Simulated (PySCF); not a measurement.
# Mo³⁰⁺, Mo³¹⁺: ionisation energies in even-tempered 16s10p4d4f

Each state of molybdenum is computed at each level; their differences give the ionisation energy. How far do the methods differ?

The numbers are computed with PySCF 2.14.0 (unrestricted determinants in a Gaussian basis, no spin-orbit coupling in the energies), except any that are marked as measured or tabulated.

**1. What is computed**

* Element: molybdenum (Z = 42)
* Basis: an uncontracted even-tempered set (16 s from 4.4 bohr⁻², ratio 2.5; 10 p from 5.7 bohr⁻², ratio 2.5; 4 d from 22 bohr⁻², ratio 2.7; 4 f from 32 bohr⁻², ratio 2.7)
* Hamiltonian: the non-relativistic Hamiltonian (point nucleus)
* State 1: Mo³⁰⁺: [Ne] 3s2, closed-shell 1S
* State 2: Mo³¹⁺: [Ne] 3s1, 2S determinant
* Needed too, but not shown: Mo³²⁺ [Ne] (1S)
* Methods: CCSD(T)
* Core shells frozen in the correlated runs: outer shells: 1s2 (for Mo³⁰⁺)

The outer shells:

Mo30+ [Ne] 3s2
```
[Ne] core
3s [↑↓]
```

Mo31+ [Ne] 3s1
```
[Ne] core
3s [↑ ]
```

One driver process ran all states and methods and kept the integrals in memory. Each run is shown as a PySCF script that sums up its settings (the driver passes frozen orbitals as a list and adds second-order terms of double hybrids); the logs are those of the runs themselves. The driver starts from symmetry-adapted Hartree-Fock orbitals, holds the occupation by maximum overlap and uses a logarithmic radial grid for functionals, so a plain start would take other cycles.

The integrals over 94 functions and the set-up took 0.12 s of CPU time.

**2. Mo³⁰⁺: CCSD(T) (outer shells)**

Level: CCSD(T) (outer shells).

Contents of input.py:

```python
from pyscf import gto, scf, dft, mp, cc
mol = gto.M(atom="Mo 0 0 0", charge=30, spin=0, symmetry="D2h",
            basis=gto.etbs([(0, 16, 4.4, 2.5), (1, 10, 5.7, 2.5), (2, 4, 22, 2.7), (3, 4, 32, 2.7)]))
mf = scf.UHF(mol)
mf.irrep_nelec = {'Ag': (3, 3), 'B1u': (1, 1), 'B2u': (1, 1), 'B3u': (1, 1)}
mf.kernel()
mycc = cc.CCSD(mf, frozen=1).run()
mycc.ccsd_t()
```

**3. Mo³¹⁺, at CCSD(T) (outer shells)**

Level: CCSD(T) (outer shells).

Contents of input.py:

```python
from pyscf import gto, scf, dft, mp, cc
mol = gto.M(atom="Mo 0 0 0", charge=31, spin=1, symmetry="D2h",
            basis=gto.etbs([(0, 16, 4.4, 2.5), (1, 10, 5.7, 2.5), (2, 4, 22, 2.7), (3, 4, 32, 2.7)]))
mf = scf.UHF(mol)
mf.irrep_nelec = {'Ag': (3, 2), 'B1u': (1, 1), 'B2u': (1, 1), 'B3u': (1, 1)}
mf.kernel()
mycc = cc.CCSD(mf, frozen=1).run()
mycc.ccsd_t()
```

**Question.** What will these runs give?

As calculated:

| quantity | value |
| --- | --- |
| ionisation energy, Mo³⁰⁺ | UHF 1686.6, CCSD(T) (outer shells) 1691.1 eV; reference 1730.1 ± 2.5 |
| ionisation energy, Mo³¹⁺ | UHF 1751.1, CCSD(T) (outer shells) 1751.8 eV; reference 1790.93 ± 0.06 |

Accuracy by level (over 2 differences):

```csv
method,mean absolute miss against CCSD(T) (outer shells) (eV)
UHF,2.578
MP2 (outer shells),0.570
SCS-MP2 (outer shells),0.408
CCSD (outer shells),0.024
CCSD(T) (outer shells),0.000
```

**Reading.** For the first difference the methods span 4.501 eV, from UHF (1686.6) to CCSD(T) (outer shells) (1691.1). The reference is uncertain or not like for like (spin-orbit coupling or other relativistic terms), so no ranking of close methods is drawn. All values hold for this basis alone; no basis-set limit was taken.
